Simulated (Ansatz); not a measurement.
Re on several prototypes, a ranking of structure types by relaxed energy

Computed with Ansatz 0.2.0 through its Python package.

Run as a notebook:

In [1]:
```python
import warnings

import ansatz as az
import numpy as np
import pandas as pd
import spglib

FUNCTIONAL = "r2scan"
KSPACING = 0.27
SMEARING = "cold"
WIDTH_EV = 0.05


def sc(a_site, a):
    return (
        az.Lattice.cubic(a)
        .space_group(221)
        .atom(a_site, (0, 0, 0))
    )
```

In [2]:
```python
def hcp(first, a):
    return (
        az.Lattice.from_parameters(a, a, 1.633 * a, alpha=90, beta=90, gamma=120)
        .space_group(194)
        .atom(first, (1 / 3, 2 / 3, 0.25))
    )
```

In [3]:
```python
def fcc(A, a):
    return (
        az.Lattice.fcc(a)
        .space_group(225)
        .atom(A, (0, 0, 0))
        .primitive()
    )
```

In [4]:
```python
def diamond(a_site, a):
    return (
        az.Lattice.fcc(a)
        .space_group(227, origin_choice=1)
        .atom(a_site, (0, 0, 0))
        .primitive()
    )
```

In [5]:
```python
def bcc(A, a):
    return az.Crystal.bcc(A, a=a)
```

In [6]:
```python
def compute(name, crystal, relax=True):
    calc = (
        crystal.calculation()
        .functional(FUNCTIONAL)
        .basis(21 * az.Ha)
        .kpoints(spacing=KSPACING)
        .occupations(SMEARING, width=WIDTH_EV)
        .stress()
        .band_table()
    )
    if relax:
        calc = calc.relax(force_tolerance=0.01, cell=True)
    return calc.run(threads=1)
```

In [7]:
```python
def bulk_modulus(name, outcome, step=0.01):
    # B = -V dP/dV from the pressures of two uniformly scaled cells, atoms held at their fractions
    pressure = []
    for factor in (1 - step, 1.0, 1 + step):
        cell = az.Crystal(lattice=az.Lattice.of(outcome.lattice.cell_ang * factor ** (1 / 3)))
        for site in outcome.report["lattice"]["sites"]:
            cell = cell.atom(site["symbol"], site["position_frac"])
        pressure.append(np.trace(compute(name, cell, relax=False).report["stress_gpa"]) / 3)
    slope, bend = (pressure[0] - pressure[2]) / (2 * step), abs(pressure[0] + pressure[2] - 2 * pressure[1])
    # a jump of mesh or basis between the cells shows as a kink: no modulus then
    return float(slope) if bend < 12 * step**2 * abs(slope) + 0.15 and abs(pressure[1]) < 1.5 else float("nan")
```

In [8]:
```python
def relaxed_twice(name, crystal):
    # the second pass draws mesh and plane waves anew for the relaxed cell
    first = compute(name, crystal)
    again = az.Crystal(lattice=az.Lattice.of(first.lattice.cell_ang))
    for site in first.report["lattice"]["sites"]:
        again = again.atom(site["symbol"], site["position_frac"])
    return compute(name, again)


def volume_per_atom(outcome):
    return abs(np.linalg.det(outcome.lattice.cell_ang)) / len(outcome.lattice.sites)
```

In [9]:
```python
def pressure_gpa(outcome):
    return float(np.trace(outcome.report["stress_gpa"]) / 3)


def space_group(outcome):
    sites = outcome.report["lattice"]["sites"]
    kinds = sorted({site["symbol"] for site in sites})
    cell = (outcome.lattice.cell_ang, [site["position_frac"] for site in sites], [kinds.index(site["symbol"]) for site in sites])
    return spglib.get_spacegroup(cell, symprec=0.01)
```

In [10]:
```python
# a is a first guess in angstrom
warnings.simplefilter("ignore", az.DeckWarning)

phases = {}
phases["sc"] = sc("Re", 2.53)
phases["hcp"] = hcp("Re", 2.75)
phases["fcc"] = fcc("Re", 3.89)
phases["diamond"] = diamond("Re", 5.35)
phases["bcc"] = bcc("Re", 3.09)

done = {}
for name, crystal in phases.items():
    try:
        done[name] = relaxed_twice(name, crystal)
    except az.NonConvergedError as error:
        print(name, "did not converge:", str(error)[:120])
```

In [11]:
```python
energy = {name: o.report["energy_sigma0_ev"] / len(o.lattice.sites) for name, o in done.items()}
lowest = min(energy.values())
rows = [(name, len(o.lattice.sites), 1000 * (energy[name] - lowest), volume_per_atom(o), pressure_gpa(o), space_group(o), bulk_modulus(name, o)) for name, o in done.items()]
rows.sort(key=lambda row: row[2])
print(pd.DataFrame(rows, columns=["phase", "atoms", "dE (meV/atom)", "V (A^3/atom)", "P (GPa)", "space group", "B (GPa)"]).round(4).to_string(index=False))
```
```text
  phase  atoms  dE (meV/atom)  V (A^3/atom)  P (GPa)    space group  B (GPa)
    hcp      2         0.0000       14.6856  -0.0179 P6_3/mmc (194) 387.1111
    fcc      1        57.3329       14.7349  -0.0009    Fm-3m (225) 385.5222
    bcc      1       273.3427       14.8401  -0.0001    Im-3m (229) 380.0901
     sc      1      1414.7166       16.7956   0.0001    Pm-3m (221) 280.1006
diamond      2      1615.6299       22.1119   0.0088    Fd-3m (227) 188.6458
```

By space group at the end of each run: P6_3/mmc (+0 meV an atom, 14.7 Å³), Fm-3m (+57 meV an atom, 14.7 Å³), Im-3m (+273 meV an atom, 14.8 Å³), Pm-3m (+1415 meV an atom, 16.8 Å³) and Fd-3m (+1616 meV an atom, 22.1 Å³).

For the metals among these phases the mesh is modest: differences between phases can be off by up to 40 meV an atom. Pressure is positive in compression. Spin-orbit coupling, which matters for elements this heavy, is left out. The cells are built on prototypes, so most aren't the phase found in nature. Rows bear the name of their start, and a relaxation keeps or raises the symmetry. Differences under about 40 meV an atom lie within the error of mesh and functional. Hardware and time: 2.7 min on 1 thread of Arm Neoverse V1, on a shared host, peak memory 0.59 GiB.

(Lines on the test bed's own set-up are left out of the output.)
